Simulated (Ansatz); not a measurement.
# CH₅FSSi: small, medium and large basis sets

Aim: see how fast density functionals converge with the basis set for CH₅FSSi.

Computed with Ansatz 0.2.0, Gaussian basis. Level: one geometry, several basis sets.

Levels to be run: PBE0-D4/def2-SVP; ωB97M-V/def2-SVP; PBE0-D4/def2-QZVPP; ωB97M-V/def2-QZVPP; the functionals' def2-TZVPP values are taken from earlier runs.

## 1. Structure used throughout

The geometry comes from an earlier relaxation with PBE0-D4 in a triple-zeta def2 set; it is a stationary point, not always the lowest conformer.

SMILES `FCS[SiH3]`, 9 atoms, charge 0, spin multiplicity 1.

Atoms are counted from 1 here; the program's logs count them from 0.

Bond lengths: F1–C2 1.373 Å, C2–S3 1.802 Å, C2–H5 1.092 Å, C2–H6 1.092 Å, S3–Si4 2.139 Å, Si4–H7 1.483 Å, Si4–H8 1.483 Å, Si4–H9 1.487 Å. Angles: F1–C2–S3 112.7°, F1–C2–H5 108.1°, F1–C2–H6 108.6°, S3–C2–H5 110.6°, S3–C2–H6 106.5°, H5–C2–H6 110.4°, C2–S3–Si4 99.5°, S3–Si4–H7 105.6°, S3–Si4–H8 112.5°, S3–Si4–H9 108.8°, H7–Si4–H8 109.8°, H7–Si4–H9 110.9°, H8–Si4–H9 109.2°.

## 2. PBE0-D4 in def2-SVP

Input file in.yaml:

```yaml
crystal:
  periodic: [false, false, false]
  atoms:
    - {symbol: F, position_ang: [-1.766538, 1.012311, 0.457175]}
    - {symbol: C, position_ang: [-0.437963, 1.353791, 0.520368]}
    - {symbol: S, position_ang: [0.586552, 0.034263, 1.195245]}
    - {symbol: Si, position_ang: [0.527093, -1.334281, -0.448220]}
    - {symbol: H, position_ang: [-0.107530, 1.620168, -0.485583]}
    - {symbol: H, position_ang: [-0.329239, 2.205773, 1.194222]}
    - {symbol: H, position_ang: [1.594383, -2.327644, -0.179056]}
    - {symbol: H, position_ang: [-0.781211, -2.022527, -0.566913]}
    - {symbol: H, position_ang: [0.802954, -0.588156, -1.704337]}
basis:
  gaussian: {orbitals: def2-SVP}
hamiltonian: {xc: pbe0, dispersion: d4}
output: {orbitals: {seedname: orbitals}}
```

Run with:

```
$ ansatz run in.yaml --threads 2 --pin off --events-out ev --progress --plain --max-ram 4352MiB
```

After this run come: ωB97M-V in def2-SVP; PBE0-D4 in def2-QZVPP; ωB97M-V in def2-QZVPP.

**Question.** What will the summary of the whole plan be? Wanted: PBE0-D4: double and triple zeta above quadruple; ωB97M-V: double and triple zeta above quadruple.

The runs gave:

| quantity | value |
| --- | --- |
| PBE0-D4: double and triple zeta above quadruple | 12.04, 0.81 eV |
| ωB97M-V: double and triple zeta above quadruple | 12.14, 0.76 eV |

**Reading.** PBE0-D4 gains 11.23 eV from double to triple zeta, then 0.81 eV more. These are total energies; as a rule much of such shifts cancels in differences, which this series doesn't test. The LUMO of ωB97M-V is positive and keeps falling with the basis (2.35 to 1.37 eV): an unbound level that the basis holds in place.
